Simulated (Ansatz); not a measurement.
# Cl2H2OZn: the cost of one run

All numbers below are computed with Ansatz 0.2.0 (RKS B3LYP-D4/def2-SVP).

## 1. The system as given

Bond lengths: Zn1–O2 2.140 Å, O2–H3 1.010 Å, Zn1–Cl4 2.240 Å, Zn1–Cl5 2.540 Å. Angles: Zn1–O2–H3 109.5°, O2–Zn1–Cl4 180.0°, O2–Zn1–Cl5 71.6°, Cl4–Zn1–Cl5 108.4°.

As a file:

```xyz
6

Zn    0.0000    0.0000    0.0000
O     0.0000    0.0000    2.1400
H    -0.9095   -0.2814    2.4771
Cl    0.0000    0.0000   -2.2400
Cl    2.3247    0.6372    0.8009
H     1.2232    0.3353    1.9489
```

## 2. Pulling towards end A

Springs on the bonds that form and break draw the guess towards this end; the thresholds are loose.

Input file input.yaml:

```yaml
crystal:
  periodic: [false, false, false]
  atoms:
    - { symbol: Zn, position_ang: [0.0, 0.0, 0.0] }
    - { symbol: O, position_ang: [0.0, 0.0, 2.14] }
    - { symbol: H, position_ang: [-0.9095, -0.2814, 2.4771] }
    - { symbol: Cl, position_ang: [0.0, 0.0, -2.24] }
    - { symbol: Cl, position_ang: [2.3247, 0.6372, 0.8009] }
    - { symbol: H, position_ang: [1.2232, 0.3353, 1.9489] }
basis:
  gaussian: { orbitals: def2-SVP }
hamiltonian:
  xc: b3lyp
  dispersion: d4
relax:
  f_tol: 0.15
  max_steps: 25
  restrain:
    - { distance: [0, 4], at: 3.44, k: 30.0 }
    - { distance: [5, 1], at: 2.21, k: 30.0 }
    - { distance: [0, 1], at: 1.79, k: 30.0 }
    - { distance: [5, 4], at: 1.37, k: 30.0 }
output:
  orbitals: {}
```

Launch:

```console
$ ansatz run input.yaml --threads 2 --pin off --max-ram 3072MiB --backend cpu --events-out ev --progress --plain --runs-dir out
```

What time and memory should one allow on 2 threads of AMD EPYC 9B45 (Zen 5), shared host?

About 7.1 s, with a peak of 0.22 GiB.
